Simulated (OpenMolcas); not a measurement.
# C2H5AlN2 (SMILES C#[C][Al]([NH2])[NH2]): a chain of runs

Aim: the energy (HF/ANO-RCC-MB), then the energy (CASSCF(2,2)/ANO-RCC-VDZP), then the energy along one coordinate (CASPT2(2,2)/ANO-RCC-VDZP), then the energy along one coordinate (SC-NEVPT2(2,2)/ANO-RCC-VDZP), then the energy along one coordinate (MC-PDFT[tPBE](2,2)/ANO-RCC-VDZP) of C2H5AlN2. 

The results are computed with OpenMolcas 26.06.

## (1) The molecule

C2H5AlN2 has 10 atoms, charge 0, and is taken as a singlet. SMILES: `C#[C][Al]([NH2])[NH2]`. Geometry: relaxed at PBE0-D4/def2-TZVP.

Bond lengths: C1–C2 1.210 Å, C2–Al3 1.908 Å, Al3–N4 1.763 Å, Al3–N5 1.763 Å, C1–H6 1.067 Å, N4–H7 1.006 Å, N4–H8 1.006 Å, N5–H9 1.006 Å, N5–H10 1.006 Å. Some angles: C1–C2–Al3 180.0°, C2–Al3–N4 118.9°, C2–Al3–N5 118.9°, N4–Al3–N5 122.2°, C2–C1–H6 180.0°, Al3–N4–H7 126.4°, Al3–N4–H8 123.3°, Al3–N5–H9 123.3°, Al3–N5–H10 126.4°, H7–N4–H8 110.4°.

## (2) The energy at HF/ANO-RCC-MB (DKH2) (run 1)

geom.xyz reads:

```xyz
10

C     -2.368100     1.221100     0.873300
C     -1.345900     0.693600     0.497800
Al     0.265700    -0.138000    -0.094200
N      0.247600    -1.861100    -0.467000
N      1.722400     0.842900    -0.249900
H     -3.269100     1.686000     1.204200
H      1.027400    -2.410800    -0.785900
H     -0.574800    -2.435200    -0.383700
H      1.750000     1.827100    -0.041300
H      2.627700     0.523400    -0.550300
```

step1.input reads:

```
&GATEWAY
Coord
geom.xyz
Basis
ANO-RCC-MB
Group
NoSym
&SEWARD
&SCF
PrOrbitals
0
&LOCALISATION
Occupied
Freeze
Pipek-Mezey
&LOCALISATION
FileOrb
$Project.LocOrb
Virtual
Pipek-Mezey
```

Run with:

```bash
$ export MOLCAS_MEM=1860
$ pymolcas step1.input > step1.log
```

What it wrote:

```text
--- Start Module: gateway ---
[...]
--- Stop Module: gateway /rc=_RC_ALL_IS_WELL_ ---
[...]
      Basis functions           34
[...]
       Convergence after  10 Iterations
[...]
::    Total SCF energy                               -429.7657831056
[...]
      Total spin, S                                     0.0000000000
[...]
      Total electronic charge=   44.000000
      Total            charge=   -0.000000
[...]
      Dipole Moment (debye):
      Origin of the operator (angstrom)=   -0.0981    0.0497    0.0394
                   X=  1.3042E+00               Y= -6.7305E-01               Z= -4.7961E-01           Total=  1.5440E+00
      Quadrupole Moment (debye*angstrom):
[...]
--- Start Module: localisation ---
[...]
--- Stop Module: localisation /rc=_RC_ALL_IS_WELL_ ---
--- Start Module: localisation ---
[...]
--- Stop Module: localisation /rc=_RC_ALL_IS_WELL_ ---
[...]
```

It took 3.6 s on 1 thread of Arm Neoverse V2, shared host; peak memory 0.38 GiB.

## (3) A single-point energy at CASSCF(2,2)/ANO-RCC-VDZP (DKH2, RICD fitting) (run 2)

geom.xyz is that of step 2.

step2.input reads:

```
* C2H5AlN2 CASSCF

&GATEWAY
 Coord=geom.xyz
 Basis=ANO-RCC-MB
 Group=NoSym

&SEWARD

&RASSCF
 FileOrb=$CurrDir/step1.LocOrb
 Alter=2
 1 13 22
 1 23 29
 Spin=1
 Nactel=2 0 0
 Inactive=21
 Ras2=2
 OrbListing=Nothing
>>> COPY $Project.RunFile RUNFIL1
>>> COPY $Project.RasOrb INPORB

&GATEWAY
 Coord=geom.xyz
 Basis=ANO-RCC-VDZP
 Group=NoSym
 RICD

&SEWARD
>>> COPY $Project.RunFile RUNFIL2

&EXPBAS

&RASSCF
 FileOrb=$Project.ExpOrb
 Spin=1
 Nactel=2 0 0
 Inactive=21
 Ras2=2
 OrbListing=Nothing
```

Run with:

```bash
$ export MOLCAS_MEM=1860
$ pymolcas step2.input > step2.log
```

What it wrote:

```text
--- Start Module: gateway ---
[...]
--- Stop Module: gateway /rc=_RC_ALL_IS_WELL_ ---
[...]
      Basis functions           34
[...]
      Number of active orbitals                  2
[...]
      Spin quantum number                      0.0
[...]
      Active orbitals                            2
[...]
      Number of CSFs                             3
[...]
      Number of root(s) required                 1
[...]
      Convergence after  7 iterations
[...]
      printout of CI-coefficients larger than  0.05 for root  1
      energy=    -429.778547
      conf/sym  11     Coeff  Weight
             1  20   0.99633 0.99267
             3  02  -0.08564 0.00733
      Natural orbitals and occupation numbers for root  1
      sym 1:   1.985330   0.014670
      ************************************************************************************************************************
      *                                                    Final results                                                     *
[...]
::    RASSCF root number  1 Total energy:   -429.77854709
[...]
      Basis functions           99
[...]
--- Start Module: expbas ---
[...]
--- Stop Module: expbas /rc=_RC_ALL_IS_WELL_ ---
--- Start Module: rasscf ---
[...]
      Convergence after 12 iterations
[...]
      Natural orbitals and occupation numbers for root  1
      sym 1:   1.985053   0.014947
      ************************************************************************************************************************
      *                                                    Final results                                                     *
[...]
::    RASSCF root number  1 Total energy:   -430.10570753
[...]
      Total electronic charge=   44.000000
      Total            charge=   -0.000000
[...]
      Dipole Moment (debye):
      Origin of the operator (angstrom)=   -0.0981    0.0497    0.0394
                   X=  5.0469E-01               Y= -2.6043E-01               Z= -1.8587E-01           Total=  5.9756E-01
      Quadrupole Moment (debye*angstrom):
[...]
--- Stop Module: rasscf /rc=_RC_ALL_IS_WELL_ ---
[...]
```

It took 11 s on 1 thread of Arm Neoverse V2, shared host; peak memory 0.38 GiB.

## (4) The energy along one coordinate at CASPT2(2,2)/ANO-RCC-VDZP (DKH2, RICD fitting, ipea shift 0.25 Eh, pt2 variant SS) (run 3)

step3.input reads:

```
>>> COPY $CurrDir/step2.RasOrb $Project.RasOrb
>>> ForEach K in (1, 2, 3, 4, 5, 6, 7, 8, 9)

&GATEWAY
  COORD=$CurrDir/point$K.xyz
  BASIS=ANO-RCC-VDZP
  GROUP=NoSym
  RICD

&SEWARD

&RASSCF
  FILEORB=$Project.RasOrb
  SPIN=1
  NACTEL=2 0 0
  INACTIVE=21
  RAS2=2
  ORBLISTING=Nothing

&CASPT2
  IMAGINARY=0.2
  FROZEN=9
>>> EndDo
```

Run with:

```bash
$ export MOLCAS_MEM=1860
$ pymolcas step3.input > step3.log
```

What it wrote, cut to the lines that bear on the results:

```text
[...]
      Basis functions           99
[...]
      Number of active orbitals                  2
[...]
      Spin quantum number                      0.0
[...]
      Active orbitals                            2
[...]
      Number of CSFs                             3
[...]
      Number of root(s) required                 1
[...]
      Convergence after 14 iterations
[...]
      Natural orbitals and occupation numbers for root  1
      sym 1:   1.989753   0.010247
      ************************************************************************************************************************
      *                                                    Final results                                                     *
[...]
::    RASSCF root number  1 Total energy:   -430.09414961
[...]
      E2 (Variational):          -0.6674681064
[...]
::    CASPT2 Root  1     Total energy:   -430.76161772
[...]
      Convergence after 12 iterations
[...]
      Natural orbitals and occupation numbers for root  1
      sym 1:   1.985026   0.014974
      ************************************************************************************************************************
      *                                                    Final results                                                     *
[...]
      Convergence after  9 iterations
[...]
      Natural orbitals and occupation numbers for root  1
      sym 1:   1.860647   0.139353
      ************************************************************************************************************************
      *                                                    Final results                                                     *
[...]
      Convergence after 12 iterations
[...]
      Natural orbitals and occupation numbers for root  1
      sym 1:   1.714422   0.285578
      ************************************************************************************************************************
      *                                                    Final results                                                     *
[...]
      Convergence after  9 iterations
[...]
::    RASSCF root number  1 Total energy:   -429.91747075
[...]
::    CASPT2 Root  1     Total energy:   -430.57656371
[...]
      Convergence after  9 iterations
[...]
::    RASSCF root number  1 Total energy:   -429.90700745
[...]
      E2 (Variational):          -0.6568651484
[...]
::    CASPT2 Root  1     Total energy:   -430.56387260
[...]
```

It took 73 s on 1 thread of Arm Neoverse V2, shared host; peak memory 0.084 GiB.

The scan, from its lowest point:

| H6–C1 (Å) | energy (kJ/mol) |
| --- | --- |
| 0.960 | 28.9 |
| 1.067 | 0.0 |
| 1.173 | 16.4 |
| 1.333 | 82.3 |
| 1.546 | 193.9 |
| 1.813 | 323.8 |
| 2.133 | 436.4 |
| 2.560 | 514.8 |
| 3.200 | 548.1 |

## (5) The energy along one coordinate at SC-NEVPT2(2,2)/ANO-RCC-VDZP (DKH2, RICD fitting, pt2 variant SC-NEVPT2) (run 4)

step4.input reads:

```
>>> COPY $CurrDir/step2.RasOrb $Project.RasOrb
>>> ForEach K in (1, 2, 3, 4, 5, 6, 7, 8, 9)

&GATEWAY
  Coord=$CurrDir/point$K.xyz
  Basis=ANO-RCC-VDZP
  Group=NoSym
  RICD

&SEWARD

&RASSCF
  FileOrb=$Project.RasOrb
  Spin=1
  Nactel=2 0 0
  Inactive=21
  Ras2=2
  OrbListing=Nothing

&CASPT2
  SC-NEVPT2
  Frozen=9
>>> EndDo
```

Run with:

```bash
$ export MOLCAS_MEM=1860
$ pymolcas step4.input > step4.log
```

What it wrote, cut to the lines that bear on the results:

```text
[...]
      Basis functions           99
[...]
      Number of active orbitals                  2
[...]
      Spin quantum number                      0.0
[...]
      Active orbitals                            2
[...]
      Number of CSFs                             3
[...]
      Number of root(s) required                 1
[...]
      Convergence after 14 iterations
[...]
      Natural orbitals and occupation numbers for root  1
      sym 1:   1.989753   0.010247
      ************************************************************************************************************************
      *                                                    Final results                                                     *
[...]
::    RASSCF root number  1 Total energy:   -430.09414961
[...]
      E2 (Variational):          -0.6638140700
[...]
::    SC-NEVPT2 Root  1     Total energy:   -430.75792070
[...]
      Convergence after 12 iterations
[...]
      Natural orbitals and occupation numbers for root  1
      sym 1:   1.985026   0.014974
      ************************************************************************************************************************
      *                                                    Final results                                                     *
[...]
      Convergence after  9 iterations
[...]
      Natural orbitals and occupation numbers for root  1
      sym 1:   1.860647   0.139353
      ************************************************************************************************************************
      *                                                    Final results                                                     *
[...]
      Convergence after 12 iterations
[...]
      Natural orbitals and occupation numbers for root  1
      sym 1:   1.714422   0.285578
      ************************************************************************************************************************
      *                                                    Final results                                                     *
[...]
      Convergence after  9 iterations
[...]
::    RASSCF root number  1 Total energy:   -429.91747075
[...]
::    SC-NEVPT2 Root  1     Total energy:   -430.57287219
[...]
      Convergence after  9 iterations
[...]
::    RASSCF root number  1 Total energy:   -429.90700745
[...]
      E2 (Variational):          -0.6534198737
[...]
::    SC-NEVPT2 Root  1     Total energy:   -430.56042733
[...]
```

It took 70 s on 1 thread of Arm Neoverse V2, shared host; peak memory 0.084 GiB.

The scan, from its lowest point:

| H6–C1 (Å) | energy (kJ/mol) |
| --- | --- |
| 0.960 | 30.5 |
| 1.067 | 0.0 |
| 1.173 | 15.1 |
| 1.333 | 79.4 |
| 1.546 | 190.1 |
| 1.813 | 320.9 |
| 2.133 | 436.2 |
| 2.560 | 516.4 |
| 3.200 | 549.0 |

## (6) The energy along one coordinate at MC-PDFT[tPBE](2,2)/ANO-RCC-VDZP (DKH2, RICD fitting) (run 5)

step5.input reads:

```
>>> EXPORT MOLCAS_PRINT=2
>>> COPY $CurrDir/step2.RasOrb $Project.RasOrb
>>> ForEach K in (1, 2, 3, 4, 5, 6, 7, 8, 9)

&GATEWAY
 Coord=$CurrDir/point$K.xyz
 Basis=ANO-RCC-VDZP
 Group=NoSym
 RICD

&SEWARD

&RASSCF
 FileOrb=$Project.RasOrb
 Spin=1
 Nactel=2 0 0
 Inactive=21
 Ras2=2
 OrbListing=Nothing

&MCPDFT
 KSDFT=T:PBE
>>> EndDo
```

Run with:

```bash
$ export MOLCAS_MEM=1860
$ pymolcas step5.input > step5.log
```

What it wrote, cut to the lines that bear on the results:

```text
--- Start Module: gateway ---
[...]
      Basis functions           99
[...]
      Number of active orbitals                  2
[...]
      Spin quantum number                      0.0
[...]
      Active orbitals                            2
[...]
      Number of CSFs                             3
[...]
      Number of root(s) required                 1
[...]
      Convergence after 14 iterations
[...]
      Natural orbitals and occupation numbers for root  1
      sym 1:   1.989753   0.010247
      ************************************************************************************************************************
      *                                                    Final results                                                     *
[...]
::    RASSCF root number  1 Total energy:   -430.09414961
[...]
::    MCPDFT root number  1 Total energy:   -431.35748726
[...]
      Convergence after 12 iterations
[...]
      Natural orbitals and occupation numbers for root  1
      sym 1:   1.985026   0.014974
      ************************************************************************************************************************
      *                                                    Final results                                                     *
[...]
      Convergence after  9 iterations
[...]
      Natural orbitals and occupation numbers for root  1
      sym 1:   1.860647   0.139353
      ************************************************************************************************************************
      *                                                    Final results                                                     *
[...]
      Convergence after 12 iterations
[...]
      Natural orbitals and occupation numbers for root  1
      sym 1:   1.714422   0.285578
      ************************************************************************************************************************
      *                                                    Final results                                                     *
[...]
      Convergence after  9 iterations
[...]
::    RASSCF root number  1 Total energy:   -429.91747075
[...]
::    MCPDFT root number  1 Total energy:   -431.16200881
[...]
      Convergence after  9 iterations
[...]
::    RASSCF root number  1 Total energy:   -429.90700745
[...]
      Total electronic charge=   44.000000
      Total            charge=   -0.000000
[...]
::    MCPDFT root number  1 Total energy:   -431.14719857
[...]
```

Run time: 84 s. Hardware: 1 thread of Arm Neoverse V2, shared host; peak memory 0.084 GiB.

The scan, from its lowest point:

| H6–C1 (Å) | energy (kJ/mol) |
| --- | --- |
| 0.960 | 29.7 |
| 1.067 | 0.0 |
| 1.173 | 15.5 |
| 1.333 | 80.3 |
| 1.546 | 192.4 |
| 1.813 | 327.0 |
| 2.133 | 450.8 |
| 2.560 | 542.9 |
| 3.200 | 581.8 |

## (7) Results

| quantity | value |
| --- | --- |
| run 1, HF/ANO-RCC-MB: total energy | -429.76578 Eh |
| run 1, HF/ANO-RCC-MB: dipole moment | 1.54 D |
| run 1, HF/ANO-RCC-MB: HOMO energy | -10.63 eV |
| run 1, HF/ANO-RCC-MB: LUMO energy | 3.38 eV |
| run 1, HF/ANO-RCC-MB: HOMO–LUMO gap | 14.00 eV |
| run 2, CASSCF(2,2)/ANO-RCC-VDZP: total energy | -430.10571 Eh |
| run 2, CASSCF(2,2)/ANO-RCC-VDZP: dipole moment (CASSCF density) | 0.60 D |
| run 3, CASPT2(2,2)/ANO-RCC-VDZP: lowest energy of the scan | -430.77264 Eh |
| run 4, SC-NEVPT2(2,2)/ANO-RCC-VDZP: lowest energy of the scan | -430.76954 Eh |
| run 5, MC-PDFT[tPBE](2,2)/ANO-RCC-VDZP: lowest energy of the scan | -431.36879 Eh |

**Reading.** Mulliken charges (run 1, HF/ANO-RCC-MB) run from -0.85 on N4 to +1.36 on Al3; they depend strongly on the basis. Mulliken charges (run 2, CASSCF(2,2)/ANO-RCC-VDZP) run from -0.42 on N4 to +1.04 on Al3; they depend strongly on the basis.
